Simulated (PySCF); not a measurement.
# Os²⁺: ionisation energy in ANO-RCC-VTZP

Each state of osmium is computed at each level; their differences give the ionisation energy. How far do the methods differ?

Method: unrestricted determinants in a Gaussian basis, no spin-orbit coupling in the energies. Code: PySCF 2.14.0.

## (1) The atom as given

```
Element                                   : osmium (Z = 76)
Basis                                     : ANO-RCC-VTZP
Hamiltonian                               : the spin-free X2C one-electron Hamiltonian (Gaussian nucleus)
State 1                                   : Os²⁺: [Xe] 4f14 5d6, high-spin 5D determinant
Needed too, but not shown                 : Os⁺ [Xe] 4f14 5d6 6s1 (6D)
Methods                                   : CCSD(T)
Core shells frozen in the correlated runs : valence and next inner shell: [Kr] 4d10 4f14 (for Os²⁺)
```

The outer shells:

Os2+ [Xe] 4f14 5d6
```
[Xe] core
4f [↑↓][↑↓][↑↓][↑↓][↑↓][↑↓][↑↓]
5d [↑↓][↑ ][↑ ][↑ ][↑ ]
```

One driver process ran all states and methods and kept the integrals in memory. Each run is shown as a PySCF script that sums up its settings (the driver passes frozen orbitals as a list and adds second-order terms of double hybrids); the logs are those of the runs themselves. The driver starts from symmetry-adapted Hartree-Fock orbitals, holds the occupation by maximum overlap and uses a logarithmic radial grid for functionals, so a plain start would take other cycles.

The integrals over 104 functions and the set-up took 32 s of CPU time.

## (2) Os²⁺: CCSD(T) (valence and next inner shell)

CCSD(T) (valence and next inner shell):

Contents of input.py:

```python
from pyscf import gto, scf, dft, mp, cc
import basis_set_exchange as bse
mol = gto.M(atom="Os 0 0 0", charge=2, spin=4, symmetry="D2h",
            basis=gto.basis.parse(bse.get_basis("ANO-RCC-VTZP", elements=["Os"], fmt="nwchem")),
            nucmod="G")
mf = scf.UHF(mol).sfx2c1e()
mf.irrep_nelec = {'Ag': (11, 9), 'B1g': (3, 3), 'B2g': (3, 2), 'B3g': (3, 2), 'Au': (1, 1), 'B1u': (6, 6), 'B2u': (6, 6), 'B3u': (6, 6)}
mf.kernel()
mycc = cc.CCSD(mf, frozen=30).run()
mycc.ccsd_t()
```

What does the calculation give?

The runs gave:

| quantity | value |
| --- | --- |
| ionisation energy, Os⁺ | UHF 16.048, CCSD(T) (valence and next inner shell) 16.993 eV; reference 17 ± 1 |

Accuracy by level (over 1 difference):

```
                                method  mean absolute miss against CCSD(T) (valence and next inner shell) (eV)
                                   UHF                                                                   0.946
    MP2 (valence and next inner shell)                                                                   0.182
SCS-MP2 (valence and next inner shell)                                                                   0.178
   CCSD (valence and next inner shell)                                                                   0.028
CCSD(T) (valence and next inner shell)                                                                   0.000
```

**Reading.** The methods span 1.128 eV, from UHF (16.048) to MP2 (valence and next inner shell) (17.175). The reference is uncertain or not like for like (spin-orbit coupling or other relativistic terms), so no ranking of close methods is drawn. The basis is finite, and no extrapolation was made.
